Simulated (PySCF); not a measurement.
**Ir⁻: electron affinity in ANO-RCC-VTZP**

Wanted: the electron affinity of iridium, up a ladder of methods.

Method: unrestricted determinants in a Gaussian basis, no spin-orbit coupling in the energies. Code: PySCF 2.14.0.

### 1 The system

- Element: iridium (Z = 77)
- Basis: ANO-RCC-VTZP
- Hamiltonian: the spin-free X2C one-electron Hamiltonian (Gaussian nucleus)
- State 1: Ir⁻: [Xe] 4f14 5d8 6s2, high-spin 3F determinant
- Needed too, but not shown: Ir [Xe] 4f14 5d7 6s2 (4F)
- Methods: M06-L, LC-wPBE, B3LYP

The outer shells:

Ir- [Xe] 4f14 5d8 6s2
```
[Xe] core
4f [↑↓][↑↓][↑↓][↑↓][↑↓][↑↓][↑↓]
5d [↑↓][↑↓][↑↓][↑ ][↑ ]
6s [↑↓]
```

One driver process ran all states and methods and kept the integrals in memory. Each run is shown as a PySCF script that sums up its settings (the driver passes frozen orbitals as a list and adds second-order terms of double hybrids); the logs are those of the runs themselves. The driver starts from symmetry-adapted Hartree-Fock orbitals, holds the occupation by maximum overlap and uses a logarithmic radial grid for functionals, so a plain start would take other cycles.

The integrals over 84 functions and the set-up took 35 s of CPU time.

### 2 Ir⁻

M06-L:

input.py reads:

```python
from pyscf import gto, scf, dft, mp, cc
import basis_set_exchange as bse
mol = gto.M(atom="Ir 0 0 0", charge=-1, spin=2, symmetry="D2h",
            basis=gto.basis.parse(bse.get_basis("ANO-RCC-VTZP", elements=["Ir"], fmt="nwchem")),
            nucmod="G")
mf = dft.UKS(mol, xc="M06L").sfx2c1e()
mf.irrep_nelec = {'Ag': (12, 10), 'B1g': (3, 3), 'B2g': (3, 3), 'B3g': (3, 3), 'Au': (1, 1), 'B1u': (6, 6), 'B2u': (6, 6), 'B3u': (6, 6)}
mf.kernel()
```

LC-wPBE:

input.py differs from the last one in:

```diff
@@ -5,3 +5,3 @@
             nucmod="G")
-mf = dft.UKS(mol, xc="M06L").sfx2c1e()
+mf = dft.UKS(mol, xc="LC_WPBE").sfx2c1e()
 mf.irrep_nelec = {'Ag': (12, 10), 'B1g': (3, 3), 'B2g': (3, 3), 'B3g': (3, 3), 'Au': (1, 1), 'B1u': (6, 6), 'B2u': (6, 6), 'B3u': (6, 6)}
```

B3LYP:

input.py differs from the last one in:

```diff
@@ -5,3 +5,3 @@
             nucmod="G")
-mf = dft.UKS(mol, xc="LC_WPBE").sfx2c1e()
+mf = dft.UKS(mol, xc="B3LYP").sfx2c1e()
 mf.irrep_nelec = {'Ag': (12, 10), 'B1g': (3, 3), 'B2g': (3, 3), 'B3g': (3, 3), 'Au': (1, 1), 'B1u': (6, 6), 'B2u': (6, 6), 'B3u': (6, 6)}
```

Q: Predict the outcome of this session.

As calculated:

```
             quantity                                        value
electron affinity, Ir  UHF -0.067, B3LYP 1.783 eV; reference 1.564
```

The methods span 1.849 eV, from UHF (-0.067) to B3LYP (1.783). The reference is uncertain or not like for like (spin-orbit coupling or other relativistic terms), so no ranking of close methods is drawn. The basis is finite, and no extrapolation was made.
